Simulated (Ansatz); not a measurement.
# LuInPd: the cost of one run

Computed with Ansatz 0.2.0, driven from Python. The levels of theory stand in the script.

## (1) The structure

It takes space group P-62m (No. 189, hexagonal). Conventional cell: a = 7.623 Å, b = 7.623 Å, c = 3.709 Å, α = 90.00°, β = 90.00°, γ = 120.00°. Lu (site symmetry m2m) is surrounded by 5 Pd at 2.97 to 3.09 Å and 6 In at 3.13 to 3.29 Å. In (site symmetry m2m) is surrounded by 4 Pd at 2.73 to 2.84 Å and 2 Lu at 3.13 Å. Pd (site symmetry -6) is surrounded by 3 In at 2.84 Å and 6 Lu at 2.97 Å. Pd (site symmetry -62m) has 6 In at 2.73 Å and 3 Lu at 3.09 Å in its first shell of neighbours.

No structure file is read: the coordinates are typed or built in the script.

## (2) The script

Contents of lattice_luinpd.py:

```python
"""Relaxed cell of LuInPd under several functionals."""

import warnings

import ansatz as az
import numpy as np
from pymatgen.core import Lattice, Structure
from pymatgen.io.ase import AseAtomsAdaptor

def edges_and_angles(cell):
    cell = np.asarray(cell)
    a, b, c = np.linalg.norm(cell, axis=1)
    cosines = cell[1] @ cell[2] / (b * c), cell[0] @ cell[2] / (a * c), cell[0] @ cell[1] / (a * b)
    return (a, b, c, *np.degrees(np.arccos(cosines)))

warnings.simplefilter("ignore", az.DeckWarning)

pmg_structure = Structure(
    Lattice([(7.62259, 0.0, 0.0), (-3.81129, 6.60135, 0.0), (0.0, 0.0, 3.70943)]),
    ["Lu", "Lu", "Lu", "In", "In", "In", "Pd", "Pd", "Pd"],
    [
        (0.0, 0.406, 0.5),
        (0.594, 0.594, 0.5),
        (0.406, 0.0, 0.5),
        (0.0, 0.73632, 0.0),
        (0.26368, 0.26368, 0.0),
        (0.73632, 0.0, 0.0),
        (1 / 3, 2 / 3, 0.0),
        (2 / 3, 1 / 3, 0.0),
        (0.0, 0.0, 0.5),
    ],
)
xtal = az.Crystal.from_ase(AseAtomsAdaptor.get_atoms(pmg_structure))

calc = xtal.calculation()
calc = calc.basis(470).kpoints(density=4.1)
calc = calc.occupations("cold")
calc = calc.relax(cell=True)

levels = [("pbesol", "d3bj"), ("blyp", "d3bj"), ("pbesol", "none")]
print("level            a       b       c    alpha   beta  gamma  V/atom  steps")
for name, dispersion in levels:
    seen = []
    run = calc.functional(name, dispersion=dispersion).session().plan()
    out = run.execute(on_event=lambda e: seen.append(e) if e["event"] == "relax_step" else None)
    cell = out.lattice.cell_ang
    label = name if dispersion == "none" else f"{name}+{dispersion}"
    print("{:13s} {:7.4f} {:7.4f} {:7.4f} {:6.2f} {:6.2f} {:6.2f}".format(label, *edges_and_angles(cell)), f"{abs(np.linalg.det(cell)) / len(out.lattice.sites):7.3f} {len(seen):5d}")
```

## (3) The calls as engine input

The engine receives this input (first run):

```yaml
crystal:
  lattice:
    - [7.62259, 0.0, 0.0]
    - [-3.81129, 6.60135, 0.0]
    - [0.0, 0.0, 3.70943]
  atoms:
    - { symbol: Lu, position: [5.758430308553101e-18, 0.406, 0.5] }
    - { symbol: Lu, position: [0.594, 0.594, 0.5] }
    - { symbol: Lu, position: [0.406, 0.0, 0.5] }
    - { symbol: In, position: [-4.551214144473059e-18, 0.73632, 0.0] }
    - { symbol: In, position: [0.26368, 0.26368, 0.0] }
    - { symbol: In, position: [0.73632, 0.0, 0.0] }
    - { symbol: Pd, position: [0.33333333333333337, 0.6666666666666666, 0.0] }
    - { symbol: Pd, position: [0.6666666666666666, 0.3333333333333333, 0.0] }
    - { symbol: Pd, position: [0.0, 0.0, 0.5] }
basis:
  ecutwfc: 470.0
kpoints:
  mp_grid:
    kspacing: 0.24390243902439027
hamiltonian:
  xc: pbesol
  dispersion: d3bj
scf:
  occupations:
    method: cold
relax:
  cell: {}
```

## (4) Launch

On the command line:

```bash
> python lattice_luinpd.py
```

Q: Estimate wall time and peak memory on 1 thread of Arm Neoverse V2, shared host.

About 18 min, with a peak of 0.81 GiB.
